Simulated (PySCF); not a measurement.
# [Hf2O3]2+: other functionals and bases at one geometry

Aim: see how levels, charges and forces of [Hf2O3]2+ depend on the level of theory. The species was built from a template and needn't be a known compound.

Method: several levels, as the steps say, no spin–orbit coupling; program: PySCF 2.14.0.

3 further runs of the same task are left out: 2 for a known fault of the program, 1 that didn't finish. Runs told in other sessions of the task aren't counted.

## Step 1: Where the work starts

5 atoms, charge 2, spin multiplicity 1.

Bond lengths: Hf1–Hf2 2.631 Å, Hf1–O3 1.940 Å, Hf1–O4 1.940 Å, Hf1–O5 1.940 Å, Hf2–O3 1.940 Å, Hf2–O4 1.940 Å, Hf2–O5 1.940 Å. Angles: Hf2–Hf1–O3 47.3°, Hf2–Hf1–O4 47.3°, Hf2–Hf1–O5 47.3°, O3–Hf1–O4 79.0°, O3–Hf1–O5 79.0°, O4–Hf1–O5 79.0°, Hf1–Hf2–O3 47.3°, Hf1–Hf2–O4 47.3°, Hf1–Hf2–O5 47.3°, O3–Hf2–O4 79.0°, O3–Hf2–O5 79.0°, O4–Hf2–O5 79.0°, Hf1–O3–Hf2 85.4°, Hf1–O4–Hf2 85.4°, Hf1–O5–Hf2 85.4°.

Coordinates:

| atom | x (Å) | y (Å) | z (Å) |
| --- | --- | --- | --- |
| Hf1 | 0.00000 | 0.00000 | 1.31574 |
| Hf2 | 0.00000 | 0.00000 | -1.31574 |
| O3 | 1.42528 | -0.00003 | 0.00000 |
| O4 | -0.71261 | 1.23434 | 0.00000 |
| O5 | -0.71267 | -1.23431 | 0.00000 |

Formal oxidation states: Hf +4. An earlier session relaxed this geometry at PBE0, Hf def2-SVP with ECP60, O def2-SVP (singlet, point group D3h).

At PBE0 on the finer grid: E = -320.808194 Eh, HOMO -18.15 eV, LUMO -12.28 eV, Mulliken charge on Hf1 +1.67 e, largest force component 0.018 eV/Å. 

Levels to run: TPSS; B3LYP; M06-L; BLYP; PBE0, TZVP; PBE0, x2c-SVP. Hardware: 2 threads of Arm Neoverse V1, shared host.

## Step 2: TPSS

The input, run.py (the lines that set the calculation):

```python
mol = gto.M(atom='''
Hf     0.00000     0.00000     1.31574
Hf     0.00000     0.00000    -1.31574
O      1.42528    -0.00003     0.00000
O     -0.71261     1.23434     0.00000
O     -0.71267    -1.23431     0.00000''',
    basis={'Hf': 'def2-SVP', 'O': 'def2-SVP'},
    ecp={'Hf': 'def2-SVP'},
    charge=2, spin=0)
mf = dft.RKS(mol, xc='TPSS')
mf.grids.atom_grid = (75, 302)
mf = mf.density_fit()  # fitting sets: Hf def2-universal-JKFIT, O def2-universal-JKFIT
mf.conv_tol = 1e-08; mf.max_cycle = 55
mf.kernel(dm0)  # dm0: the density of the relaxed state
```

Launch:

```bash
> OMP_NUM_THREADS=2 python run.py
```

The program printed:

```text
init E= -321.134678438577
  HOMO = -0.610357195062459  LUMO = -0.481040414858175  gap/eV = 3.51889
cycle= 1 E= -321.135182130917  delta_E= -0.000504  |g|= 0.111  |ddm|= 0.251
  HOMO = -0.634700320191879  LUMO = -0.476934921581037  gap/eV = 4.29302
cycle= 2 E= -321.110071463652  delta_E= 0.0251  |g|= 0.361  |ddm|= 0.382
  HOMO = -0.614547138021255  LUMO = -0.476964830483168  gap/eV = 3.74381
cycle= 3 E= -321.138176348916  delta_E= -0.0281  |g|= 0.0165  |ddm|= 0.258
  HOMO = -0.615398872281915  LUMO = -0.478868089306764  gap/eV = 3.71519
cycle= 4 E= -321.138256044327  delta_E= -7.97e-05  |g|= 0.0016  |ddm|= 0.0243
  HOMO = -0.615171048472689  LUMO = -0.478698927544946  gap/eV = 3.71360
cycle= 5 E= -321.138256509424  delta_E= -4.65e-07  |g|= 0.000455  |ddm|= 0.00161
  HOMO = -0.615175670936043  LUMO = -0.478705001515558  gap/eV = 3.71356
cycle= 6 E= -321.138256530551  delta_E= -2.11e-08  |g|= 0.000295  |ddm|= 0.000506
  HOMO = -0.615175815333409  LUMO = -0.478704184318409  gap/eV = 3.71358
cycle= 7 E= -321.138256547334  delta_E= -1.68e-08  |g|= 7.87e-05  |ddm|= 0.000237
  HOMO = -0.615175690592643  LUMO = -0.478701787407585  gap/eV = 3.71364
cycle= 8 E= -321.138256548619  delta_E= -1.29e-09  |g|= 1.08e-05  |ddm|= 5.67e-05
  HOMO = -0.615178706029585  LUMO = -0.478702378632978  gap/eV = 3.71371
Extra cycle  E= -321.138256548373  delta_E= 2.46e-10  |g|= 3.61e-05  |ddm|= 3.45e-05
converged SCF energy = -321.138256548373
```

Wall time 9.1 s (2 threads of Arm Neoverse V1, shared host).

It gives: E = -321.138257 Eh, HOMO -16.74 eV, LUMO -13.03 eV, Mulliken charge on Hf1 +1.61 e, largest force component 0.938 eV/Å. 

## Step 3: B3LYP

run.py (the lines that set the calculation), as its differences from that of step 2:

```diff
@@ -9,3 +9,3 @@
     charge=2, spin=0)
-mf = dft.RKS(mol, xc='TPSS')
+mf = dft.RKS(mol, xc='B3LYP')
 mf.grids.atom_grid = (75, 302)
```

Launch:

```bash
> OMP_NUM_THREADS=2 python run.py
```

The program printed:

```text
init E= -321.091123028879
  HOMO = -0.658212965561891  LUMO = -0.460721168536095  gap/eV = 5.37403
cycle= 1 E= -321.092337422466  delta_E= -0.00121  |g|= 0.0527  |ddm|= 0.14
  HOMO = -0.650679486440509  LUMO = -0.462060832783733  gap/eV = 5.13257
cycle= 2 E= -321.09017534224  delta_E= 0.00216  |g|= 0.116  |ddm|= 0.107
  HOMO = -0.659044180098327  LUMO = -0.46210523039824  gap/eV = 5.35898
cycle= 3 E= -321.092784025165  delta_E= -0.00261  |g|= 0.0153  |ddm|= 0.0891
  HOMO = -0.657822170328071  LUMO = -0.462027737982873  gap/eV = 5.32784
cycle= 4 E= -321.0928352244  delta_E= -5.12e-05  |g|= 0.00138  |ddm|= 0.0134
  HOMO = -0.657913942531795  LUMO = -0.462187982666427  gap/eV = 5.32597
cycle= 5 E= -321.092835651329  delta_E= -4.27e-07  |g|= 0.000167  |ddm|= 0.00171
  HOMO = -0.657894676674029  LUMO = -0.462168224057338  gap/eV = 5.32599
cycle= 6 E= -321.09283565396  delta_E= -2.63e-09  |g|= 0.000139  |ddm|= 0.000228
  HOMO = -0.657894752857395  LUMO = -0.462167976740486  gap/eV = 5.32600
cycle= 7 E= -321.092835657799  delta_E= -3.84e-09  |g|= 2.04e-05  |ddm|= 9.89e-05
  HOMO = -0.657899060835732  LUMO = -0.462168685208561  gap/eV = 5.32609
Extra cycle  E= -321.092835657266  delta_E= 5.33e-10  |g|= 5.55e-05  |ddm|= 5.3e-05
converged SCF energy = -321.092835657266
```

It took 6.1 s on 2 threads of Arm Neoverse V1, shared host.

Read off: E = -321.092836 Eh, HOMO -17.90 eV, LUMO -12.58 eV, Mulliken charge on Hf1 +1.64 e, largest force component 0.835 eV/Å. 

## Step 4: M06-L

run.py (the lines that set the calculation), as its differences from that of step 3:

```diff
@@ -9,3 +9,3 @@
     charge=2, spin=0)
-mf = dft.RKS(mol, xc='B3LYP')
+mf = dft.RKS(mol, xc='M06L')
 mf.grids.atom_grid = (75, 302)
```

Launch:

```bash
> OMP_NUM_THREADS=2 python run.py
```

The program printed:

```text
init E= -321.112364793264
  HOMO = -0.622688892545614  LUMO = -0.474718294821368  gap/eV = 4.02649
cycle= 1 E= -321.117123709891  delta_E= -0.00476  |g|= 0.0325  |ddm|= 0.317
  HOMO = -0.611262525305769  LUMO = -0.465569297675824  gap/eV = 3.96451
cycle= 2 E= -321.116860884479  delta_E= 0.000263  |g|= 0.0505  |ddm|= 0.106
  HOMO = -0.616884905260093  LUMO = -0.467628549122639  gap/eV = 4.06147
cycle= 3 E= -321.117224365832  delta_E= -0.000363  |g|= 0.023  |ddm|= 0.0471
  HOMO = -0.616356332622683  LUMO = -0.468668666865128  gap/eV = 4.01879
cycle= 4 E= -321.117349041193  delta_E= -0.000125  |g|= 0.00226  |ddm|= 0.0227
  HOMO = -0.616289513251896  LUMO = -0.468595502622543  gap/eV = 4.01896
cycle= 5 E= -321.117349307792  delta_E= -2.67e-07  |g|= 0.00188  |ddm|= 0.00258
  HOMO = -0.61630117424065  LUMO = -0.46858060814764  gap/eV = 4.01968
cycle= 6 E= -321.117350019595  delta_E= -7.12e-07  |g|= 0.000493  |ddm|= 0.00163
  HOMO = -0.616313321399947  LUMO = -0.468583302088988  gap/eV = 4.01994
cycle= 7 E= -321.117350071619  delta_E= -5.2e-08  |g|= 3.29e-05  |ddm|= 0.00041
  HOMO = -0.616308505552738  LUMO = -0.468579347412629  gap/eV = 4.01992
cycle= 8 E= -321.117350071863  delta_E= -2.44e-10  |g|= 5.39e-06  |ddm|= 5.91e-05
  HOMO = -0.616307138305086  LUMO = -0.46857929684009  gap/eV = 4.01988
Extra cycle  E= -321.117350071819  delta_E= 4.39e-11  |g|= 1.54e-05  |ddm|= 1.73e-05
converged SCF energy = -321.117350071819
```

Wall time 8.8 s (2 threads of Arm Neoverse V1, shared host).

Read off: E = -321.117350 Eh, HOMO -16.77 eV, LUMO -12.75 eV, Mulliken charge on Hf1 +1.76 e, largest force component 0.587 eV/Å. 

## Step 5: BLYP

run.py (the lines that set the calculation), as its differences from that of step 4:

```diff
@@ -9,3 +9,3 @@
     charge=2, spin=0)
-mf = dft.RKS(mol, xc='M06L')
+mf = dft.RKS(mol, xc='BLYP')
 mf.grids.atom_grid = (75, 302)
```

Launch:

```bash
> OMP_NUM_THREADS=2 python run.py
```

The program printed:

```text
init E= -321.022241597284
  HOMO = -0.600615707246938  LUMO = -0.48448455759421  gap/eV = 3.16009
cycle= 1 E= -321.024589523311  delta_E= -0.00235  |g|= 0.17  |ddm|= 0.467
  HOMO = -0.643447994727072  LUMO = -0.482014857087915  gap/eV = 4.39282
cycle= 2 E= -320.960006247641  delta_E= 0.0646  |g|= 0.579  |ddm|= 0.611
  HOMO = -0.611497971793803  LUMO = -0.481967996241459  gap/eV = 3.52469
cycle= 3 E= -321.031668295195  delta_E= -0.0717  |g|= 0.0344  |ddm|= 0.406
  HOMO = -0.611329558092983  LUMO = -0.483954436206809  gap/eV = 3.46605
cycle= 4 E= -321.03200680047  delta_E= -0.000339  |g|= 0.00279  |ddm|= 0.0469
  HOMO = -0.61117363382003  LUMO = -0.483930725743151  gap/eV = 3.46246
cycle= 5 E= -321.032008228926  delta_E= -1.43e-06  |g|= 0.000875  |ddm|= 0.00323
  HOMO = -0.611097182537826  LUMO = -0.483846171505816  gap/eV = 3.46268
cycle= 6 E= -321.032008393027  delta_E= -1.64e-07  |g|= 0.000189  |ddm|= 0.000845
  HOMO = -0.611105133634069  LUMO = -0.483844589671265  gap/eV = 3.46294
cycle= 7 E= -321.032008397095  delta_E= -4.07e-09  |g|= 0.000134  |ddm|= 0.000169
  HOMO = -0.611106234729181  LUMO = -0.483844777356551  gap/eV = 3.46296
cycle= 8 E= -321.032008400698  delta_E= -3.6e-09  |g|= 1.82e-05  |ddm|= 9.5e-05
  HOMO = -0.611110676115857  LUMO = -0.483845849332358  gap/eV = 3.46305
Extra cycle  E= -321.032008399831  delta_E= 8.68e-10  |g|= 6.75e-05  |ddm|= 6.11e-05
converged SCF energy = -321.032008399831
```

Wall time 7 s (2 threads of Arm Neoverse V1, shared host).

Result: E = -321.032008 Eh, HOMO -16.63 eV, LUMO -13.17 eV, Mulliken charge on Hf1 +1.53 e, largest force component 1.652 eV/Å. 

## Step 6: PBE0, TZVP

Basis: Hf def2-TZVP with ECP60, O def2-TZVP. 

The input, run.py (the lines that set the calculation):

```python
mol = gto.M(atom='''
Hf     0.00000     0.00000     1.31574
Hf     0.00000     0.00000    -1.31574
O      1.42528    -0.00003     0.00000
O     -0.71261     1.23434     0.00000
O     -0.71267    -1.23431     0.00000''',
    basis={'Hf': 'def2-TZVP', 'O': 'def2-TZVP'},
    ecp={'Hf': 'def2-TZVP'},
    charge=2, spin=0)
mf = dft.RKS(mol, xc='PBE0')
mf.grids.atom_grid = (75, 302)
mf = mf.density_fit()  # fitting sets: Hf def2-universal-JKFIT, O def2-universal-JKFIT
mf.conv_tol = 1e-08; mf.max_cycle = 55
mf.kernel(dm0)  # dm0: free metal ions and neutral atoms
```

Launch:

```bash
> OMP_NUM_THREADS=2 python run.py
```

The program printed:

```text
init E= -330.020285000874
  HOMO = -0.593032681491  LUMO = -0.48088126433021  gap/eV = 3.05180
cycle= 1 E= -320.691345519407  delta_E= 9.33  |g|=  1.8  |ddm|= 2.79
  HOMO = -0.890603444561436  LUMO = -0.441851898773994  gap/eV = 12.21115
cycle= 2 E= -319.749812184043  delta_E= 0.942  |g|=  2.8  |ddm|= 2.12
  HOMO = -0.627962605833911  LUMO = -0.447108116482822  gap/eV = 4.92130
cycle= 3 E= -321.070326498216  delta_E= -1.32  |g|= 0.42  |ddm|= 1.65
  HOMO = -0.673968267966519  LUMO = -0.452860269563772  gap/eV = 6.01666
cycle= 4 E= -321.100857786648  delta_E= -0.0305  |g|= 0.121  |ddm|= 0.276
  HOMO = -0.66198562698774  LUMO = -0.447653568964613  gap/eV = 5.83227
cycle= 5 E= -321.103640479309  delta_E= -0.00278  |g|= 0.0161  |ddm|= 0.0688
  HOMO = -0.662232436746265  LUMO = -0.448642235900675  gap/eV = 5.81209
cycle= 6 E= -321.103687019664  delta_E= -4.65e-05  |g|= 0.00324  |ddm|= 0.0175
  HOMO = -0.662232166654121  LUMO = -0.448332009698611  gap/eV = 5.82052
cycle= 7 E= -321.103689484344  delta_E= -2.46e-06  |g|= 0.000485  |ddm|= 0.00303
  HOMO = -0.662257698332034  LUMO = -0.448360118801051  gap/eV = 5.82045
cycle= 8 E= -321.10368947283  delta_E= 1.15e-08  |g|= 0.000556  |ddm|= 0.00051
  HOMO = -0.662262202301307  LUMO = -0.448366950888485  gap/eV = 5.82039
cycle= 9 E= -321.103689531129  delta_E= -5.83e-08  |g|= 6.8e-05  |ddm|= 0.000286
  HOMO = -0.66226129864754  LUMO = -0.448369030169967  gap/eV = 5.82031
cycle= 10 E= -321.103689532017  delta_E= -8.89e-10  |g|= 1.24e-05  |ddm|= 5.56e-05
  HOMO = -0.662258206488161  LUMO = -0.448368806038324  gap/eV = 5.82023
Extra cycle  E= -321.103689531888  delta_E= 1.29e-10  |g|= 2.9e-05  |ddm|= 2.66e-05
converged SCF energy = -321.103689531888
```

It took 15 s on 2 threads of Arm Neoverse V1, shared host.

Read off: E = -321.103690 Eh, HOMO -18.02 eV, LUMO -12.20 eV, Mulliken charge on Hf1 +1.71 e, largest force component 0.703 eV/Å. 

## Step 7: PBE0, x2c-SVP

Basis: Hf x2c-SVPall, O x2c-SVPall. All electrons are treated, with the spin-free X2C Hamiltonian.

The input, run.py (the lines that set the calculation):

```python
mol = gto.M(atom='''
Hf     0.00000     0.00000     1.31574
Hf     0.00000     0.00000    -1.31574
O      1.42528    -0.00003     0.00000
O     -0.71261     1.23434     0.00000
O     -0.71267    -1.23431     0.00000''',
    basis={'Hf': 'x2c-SVPall', 'O': 'x2c-SVPall'},
    nucmod='G',
    charge=2, spin=0)
mf = dft.RKS(mol, xc='PBE0')
mf.grids.atom_grid = (99, 590)
mf = mf.density_fit()  # fitting sets: Hf AutoAux, O AutoAux
mf = mf.sfx2c1e()
mf.conv_tol = 1e-08; mf.max_cycle = 55
mf.kernel(dm0)  # dm0: free metal ions and neutral atoms
```

Launch:

```bash
> OMP_NUM_THREADS=2 python run.py
```

The program printed:

```text
init E= -30390.1621986328
  HOMO = -0.585285481110901  LUMO = -0.485802595912312  gap/eV = 2.70707
cycle= 1 E= -30380.0263981301  delta_E= 10.1  |g|= 1.61  |ddm|= 5.12
  HOMO = -0.950750664977825  LUMO = -0.475374026980299  gap/eV = 12.93566
cycle= 2 E= -30378.9270665771  delta_E=  1.1  |g|= 2.77  |ddm|=  4.1
  HOMO = -0.667023328795018  LUMO = -0.466045408502538  gap/eV = 5.46889
cycle= 3 E= -30380.4905472344  delta_E= -1.56  |g|= 0.157  |ddm|= 2.88
  HOMO = -0.678109246241938  LUMO = -0.467402610283479  gap/eV = 5.73362
cycle= 4 E= -30380.4934686335  delta_E= -0.00292  |g|= 0.0558  |ddm|= 0.156
  HOMO = -0.675481064541506  LUMO = -0.464774785317609  gap/eV = 5.73361
cycle= 5 E= -30380.4939081765  delta_E= -0.00044  |g|= 0.0109  |ddm|= 0.0474
  HOMO = -0.676313383083862  LUMO = -0.465270021876966  gap/eV = 5.74278
cycle= 6 E= -30380.4939234031  delta_E= -1.52e-05  |g|= 0.000472  |ddm|= 0.00795
  HOMO = -0.676298441956362  LUMO = -0.465224369938111  gap/eV = 5.74362
cycle= 7 E= -30380.4939234411  delta_E= -3.8e-08  |g|= 0.000283  |ddm|= 0.000871
  HOMO = -0.676295459309468  LUMO = -0.465236378423896  gap/eV = 5.74321
cycle= 8 E= -30380.4939234546  delta_E= -1.35e-08  |g|= 0.000128  |ddm|= 0.000527
  HOMO = -0.676294353349348  LUMO = -0.46523570474713  gap/eV = 5.74320
cycle= 9 E= -30380.4939234569  delta_E= -2.26e-09  |g|= 6.79e-05  |ddm|= 0.00014
  HOMO = -0.676290393793874  LUMO = -0.465233458506937  gap/eV = 5.74315
Extra cycle  E= -30380.493923451  delta_E= 5.87e-09  |g|= 0.000185  |ddm|= 0.000187
converged SCF energy = -30380.493923451
```

Run time: 51 s. Hardware: 2 threads of Arm Neoverse V1, shared host.

It gives: E = -30380.493923 Eh, HOMO -18.40 eV, LUMO -12.66 eV, Mulliken charge on Hf1 +1.74 e, largest force component 1.976 eV/Å. 

## Step 8: All levels side by side

| level | state | HOMO (eV) | gap (eV) | charge on Hf1 (e) | dipole (D) | largest force component (eV/Å) | basis functions | time |
| --- | --- | --- | --- | --- | --- | --- | --- | --- |
| PBE0 (relaxed here) | singlet | -18.15 | 5.87 | 1.67 | 0.00 | 0.02 | 106 | 14 s |
| TPSS | singlet | -16.74 | 3.71 | 1.61 | 0.00 | 0.94 | 106 | 9.1 s |
| B3LYP | singlet | -17.90 | 5.33 | 1.64 | 0.00 | 0.83 | 106 | 6.1 s |
| M06-L | singlet | -16.77 | 4.02 | 1.76 | 0.00 | 0.59 | 106 | 8.8 s |
| BLYP | singlet | -16.63 | 3.46 | 1.53 | 0.00 | 1.65 | 106 | 7 s |
| PBE0, TZVP | singlet | -18.02 | 5.82 | 1.71 | 0.00 | 0.70 | 173 | 15 s |
| PBE0, x2c-SVP | singlet | -18.40 | 5.74 | 1.74 | 0.00 | 1.98 | 174 | 51 s |

Times are on 2 threads of Arm Neoverse V1, shared host; the first row also made further properties. The dipole of a charged species depends on the origin, so these sizes hold for this origin alone.

In one basis the HOMO–LUMO gap runs from 3.46 eV (BLYP) to 5.87 eV (PBE0). The largest leftover force, 1.98 eV/Å with PBE0, x2c-SVP, stands at a geometry relaxed at another level. The Mulliken charge on Hf spans +1.53 to +1.76 e over the levels. Total energies of different levels can't be compared. Spin–orbit coupling is left out throughout.
